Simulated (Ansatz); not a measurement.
# CH2FNOSi: two geometries relaxed

Aim: relax the geometries before and after the rotation by 120° about the O1–Si2 bond, and see whether they are two minima and how far apart in energy. SMILES of the start: O[Si]1(F)C=N1.

Program: Ansatz 0.2.0. Level of theory: RKS PBE-D4/STO-3G. These are calculated values, not measurements.

### 1 Starting point

Bond lengths: O1–Si2 1.620 Å, Si2–F3 1.564 Å, Si2–C4 1.745 Å, Si2–N5 1.830 Å, C4–N5 1.235 Å, O1–H6 1.030 Å, C4–H7 1.089 Å. Angles: O1–Si2–F3 107.6°, O1–Si2–C4 127.5°, O1–Si2–N5 99.4°, F3–Si2–C4 113.4°, F3–Si2–N5 104.3°, C4–Si2–N5 40.3°, Si2–O1–H6 109.6°, Si2–C4–N5 73.5°, Si2–C4–H7 150.9°, N5–C4–H7 134.7°, Si2–N5–C4 66.2°.

Structure file:

```xyz
7

O    -0.9022   -0.4192    1.4593
Si    0.1076   -0.6674    0.2166
F     1.5368   -0.9030    0.8073
C     0.1196    0.1523   -1.3243
N     0.1727    1.0316   -0.4590
H    -0.9634    0.5892    1.6597
H    -0.0098    0.1485   -2.4053
```

### 2 Relaxing end A

File input.yaml:

```yaml
crystal:
  periodic: [false, false, false]
  atoms:
    - { symbol: O, position_ang: [-0.9022, -0.4192, 1.4593] }
    - { symbol: Si, position_ang: [0.1076, -0.6674, 0.2166] }
    - { symbol: F, position_ang: [1.5368, -0.903, 0.8073] }
    - { symbol: C, position_ang: [0.1196, 0.1523, -1.3243] }
    - { symbol: "N", position_ang: [0.1727, 1.0316, -0.459] }
    - { symbol: H, position_ang: [-0.9634, 0.5892, 1.6597] }
    - { symbol: H, position_ang: [-0.0098, 0.1485, -2.4053] }
basis:
  gaussian: { orbitals: STO-3G }
hamiltonian:
  xc: pbe
  dispersion: d4
relax:
  f_tol: 0.015
  max_steps: 40
output:
  orbitals: {}
```

Launch:

```sh
$ ansatz run input.yaml --threads 1 --pin off --max-ram 2048MiB --backend cpu --events-out ev --progress --plain --runs-dir out
```

The program printed, cut to the lines that bear on the results:

```text
Warning: RAYON_NUM_THREADS=1 ignored (pool sized by the plan → 1); use --threads N
[...]
Functional definition: PBE
[...]
454 factors; integrals over basis functions are off by at most 1.0e-5 eV
[...]
mean field -14994.46221550 eV, -551.0363228081 hartree, gradient 1.9e-5 eV, S^2 0.000000; 0 other end points of the search recorded, 0 dependent functions left out
[...]
reference -14994.46223251 eV, -551.0363234332 hartree; 23, 23 occupied and 8, 8 virtual orbitals, 454 factors
relax step   1: F+E_penalty+E_count = -14994.61485048 eV  Δ(F+E_penalty+E_count) = +0.000e0 eV  max|allowed force component| = 6.495e0 eV/Å  Δτ_max = 0.0000 Å  (25 SCF iters, accepted)
[...]
relax step   4: F+E_penalty+E_count = -14995.74260084 eV  Δ(F+E_penalty+E_count) = -7.306e-2 eV  max|allowed force component| = 6.724e-1 eV/Å  Δτ_max = 0.0965 Å  (29 SCF iters, accepted)
[...]
relax step   7: F+E_penalty+E_count = -14995.85077399 eV  Δ(F+E_penalty+E_count) = -1.667e-2 eV  max|allowed force component| = 3.944e-1 eV/Å  Δτ_max = 0.0803 Å  (28 SCF iters, accepted)
[...]
relax step  10: F+E_penalty+E_count = -14995.86079188 eV  Δ(F+E_penalty+E_count) = -1.415e-4 eV  max|allowed force component| = 3.190e-2 eV/Å  Δτ_max = 0.0118 Å  (29 SCF iters, accepted)
[...]
relax step  11: F+E_penalty+E_count = -14995.86091616 eV  Δ(F+E_penalty+E_count) = -1.243e-4 eV  max|allowed force component| = 2.109e-2 eV/Å  Δτ_max = 0.0124 Å  (29 SCF iters, accepted)
[...]
relax step  12: F+E_penalty+E_count = -14995.86094060 eV  Δ(F+E_penalty+E_count) = -2.444e-5 eV  max|allowed force component| = 4.224e-3 eV/Å  Δτ_max = 0.0042 Å  (22 SCF iters, accepted)
454 factors; integrals over basis functions are off by at most 1.4e-5 eV
mean field -14995.71486757 eV, -551.0823569225 hartree, gradient 2.7e-5 eV, S^2 0.000000; 1 other end points of the search recorded, 0 dependent functions left out
[...]
reference -14995.71488473 eV, -551.0823575532 hartree; 23, 23 occupied and 8, 8 virtual orbitals, 454 factors
Total energy: -14995.86095776 eV, -551.0877256380 hartree
Atom 0 at    -0.787758    -0.391992     1.665518 Å, force    -0.000492    -0.003835     0.003211 eV/Å
Atom 1 at     0.369627    -0.274420     0.394576 Å, force     0.002921    -0.002916    -0.003238 eV/Å
Atom 2 at     1.634264    -1.234427     0.814266 Å, force     0.003162    -0.000029     0.002965 eV/Å
Atom 3 at     0.027320     0.157623    -1.294116 Å, force    -0.000257     0.004224    -0.000868 eV/Å
Atom 4 at     0.598701     1.231526    -0.664072 Å, force     0.001162    -0.001060    -0.000301 eV/Å
Atom 5 at    -1.481757     0.326922     1.396884 Å, force    -0.003827     0.004196    -0.001691 eV/Å
Atom 6 at    -0.299098     0.116768    -2.358756 Å, force    -0.002670    -0.000579    -0.000078 eV/Å
Dipole moment:    -0.257726    -0.171767     0.034157 e Å
```

It took 49 s on 1 thread of Arm Neoverse N1, shared host; peak memory 0.17 GiB.

Step by step:

```tsv
step	energy from step 1 (eV)	largest force component (eV/Å)
1	0.0000	6.4947
2	-0.8436	1.5975
3	-1.0547	1.0735
4	-1.1278	0.6724
5	-1.1528	1.6498
6	-1.2193	0.8091
7	-1.2359	0.3944
8	-1.2453	0.0980
9	-1.2458	0.0317
10	-1.2459	0.0319
11	-1.2461	0.0211
12	-1.2461	0.0042
```

Step 1 is the start.

After: Bond lengths: O1–Si2 1.723 Å, Si2–F3 1.642 Å, Si2–C4 1.776 Å, Si2–N5 1.855 Å, C4–N5 1.370 Å, O1–H6 1.035 Å, C4–H7 1.114 Å. Angles: O1–Si2–F3 106.8°, O1–Si2–C4 126.0°, O1–Si2–N5 124.0°, F3–Si2–C4 122.2°, F3–Si2–N5 121.7°, C4–Si2–N5 44.3°, Si2–O1–H6 102.2°, Si2–C4–N5 70.9°, Si2–C4–H7 162.9°, N5–C4–H7 126.2°, Si2–N5–C4 64.8°.

### 3 Relaxing end B

The second end starts from a geometry with the move made by hand.

File input.yaml:

```yaml
crystal:
  periodic: [false, false, false]
  atoms:
    - { symbol: O, position_ang: [-0.9022, -0.4192, 1.4593] }
    - { symbol: Si, position_ang: [0.1076, -0.6674, 0.2166] }
    - { symbol: F, position_ang: [-0.399, -1.92648, -0.56129] }
    - { symbol: C, position_ang: [1.84474, -0.49799, 0.2074] }
    - { symbol: "N", position_ang: [1.5721, -1.26409, 1.13664] }
    - { symbol: H, position_ang: [-0.9634, 0.5892, 1.6597] }
    - { symbol: H, position_ang: [2.75045, 0.00118, -0.13294] }
basis:
  gaussian: { orbitals: STO-3G }
hamiltonian:
  xc: pbe
  dispersion: d4
relax:
  f_tol: 0.015
  max_steps: 40
```

Launch:

```sh
$ ansatz run input.yaml --threads 1 --pin off --max-ram 2048MiB --backend cpu --events-out ev --progress --plain --runs-dir out
```

The program printed, cut to the lines that bear on the results:

```text
Warning: RAYON_NUM_THREADS=1 ignored (pool sized by the plan → 1); use --threads N
[...]
[... 1 set-up line as earlier in the session ...]
[...]
452 factors; integrals over basis functions are off by at most 8.8e-6 eV
[...]
mean field -14994.57799592 eV, -551.0405776601 hartree, gradient 4.1e-5 eV, S^2 0.000000; 0 other end points of the search recorded, 0 dependent functions left out
[...]
reference -14994.57801320 eV, -551.0405782952 hartree; 23, 23 occupied and 8, 8 virtual orbitals, 452 factors
relax step   1: F+E_penalty+E_count = -14994.72920414 eV  Δ(F+E_penalty+E_count) = +0.000e0 eV  max|allowed force component| = 5.548e0 eV/Å  Δτ_max = 0.0000 Å  (25 SCF iters, accepted)
[...]
relax step   5: F+E_penalty+E_count = -14995.78116454 eV  Δ(F+E_penalty+E_count) = -2.700e-2 eV  max|allowed force component| = 4.163e-1 eV/Å  Δτ_max = 0.0635 Å  (30 SCF iters, accepted)
[...]
mean field -14995.71486208 eV, -551.0823567209 hartree, gradient 9.4e-6 eV, S^2 0.000000; 1 other end points of the search recorded, 0 dependent functions left out
[...]
reference -14995.71487932 eV, -551.0823573544 hartree; 23, 23 occupied and 8, 8 virtual orbitals, 452 factors
Total energy: -14995.86095592 eV, -551.0877255706 hartree
Atom 0 at    -1.158896    -0.100567     1.142563 Å, force     0.004024     0.006518     0.007864 eV/Å
Atom 1 at     0.129528    -0.963537     0.391199 Å, force     0.000110    -0.003370    -0.002467 eV/Å
Atom 2 at    -0.558009    -2.031409    -0.650222 Å, force     0.001431     0.001880     0.002021 eV/Å
Atom 3 at     1.798170    -0.386340     0.195919 Å, force     0.000191    -0.000826     0.005521 eV/Å
Atom 4 at     1.759362    -1.310161     1.206734 Å, force    -0.001391     0.001849    -0.003340 eV/Å
Atom 5 at    -0.661628     0.450399     1.864081 Å, force    -0.004694    -0.005912    -0.007641 eV/Å
Atom 6 at     2.701762     0.156834    -0.164863 Å, force     0.000329    -0.000137    -0.001957 eV/Å
Dipole moment:    -0.128657     0.278136    -0.059485 e Å
```

It took 73 s on 1 thread of Arm Neoverse N1, shared host; peak memory 0.17 GiB.

Step by step:

```tsv
step	energy from step 1 (eV)	largest force component (eV/Å)
1	0.0000	5.5476
2	-0.8239	1.2618
3	-0.9763	1.3093
4	-1.0250	0.6153
5	-1.0520	0.4163
6	-1.0695	0.4242
7	-1.0775	0.3635
8	-1.0965	0.1472
9x	-0.9359	2.4764
10	-1.1096	0.2796
11	-1.1194	0.1487
12	-1.1229	0.3784
13	-1.1286	0.1558
14	-1.1300	0.1303
15	-1.1312	0.0498
16	-1.1317	0.0164
17	-1.1317	0.0533
18	-1.1317	0.0079
```

Step 1 is the start. 1 step was tried and not accepted (marked x).

After: Bond lengths: O1–Si2 1.723 Å, Si2–F3 1.642 Å, Si2–C4 1.776 Å, Si2–N5 1.855 Å, C4–N5 1.370 Å, O1–H6 1.035 Å, C4–H7 1.114 Å. Angles: O1–Si2–F3 106.8°, O1–Si2–C4 126.0°, O1–Si2–N5 124.0°, F3–Si2–C4 122.3°, F3–Si2–N5 121.7°, C4–Si2–N5 44.3°, Si2–O1–H6 102.2°, Si2–C4–N5 70.9°, Si2–C4–H7 162.9°, N5–C4–H7 126.2°, Si2–N5–C4 64.8°.

### 4 What came out

| quantity | value |
| --- | --- |
| end A | 11 moves, 1.246 eV lower |
| end B | 16 moves, 1.132 eV lower |
| largest difference between the ends | 0.00 Å |
| end B relative to end A | +0.000 eV |

**Reading.** Both starts fell into the same minimum (no atom differs by more than 0.00 Å), so from this start no second minimum was found and no band was run; another arrangement could still be one. In so small a basis the energies are only a sketch.
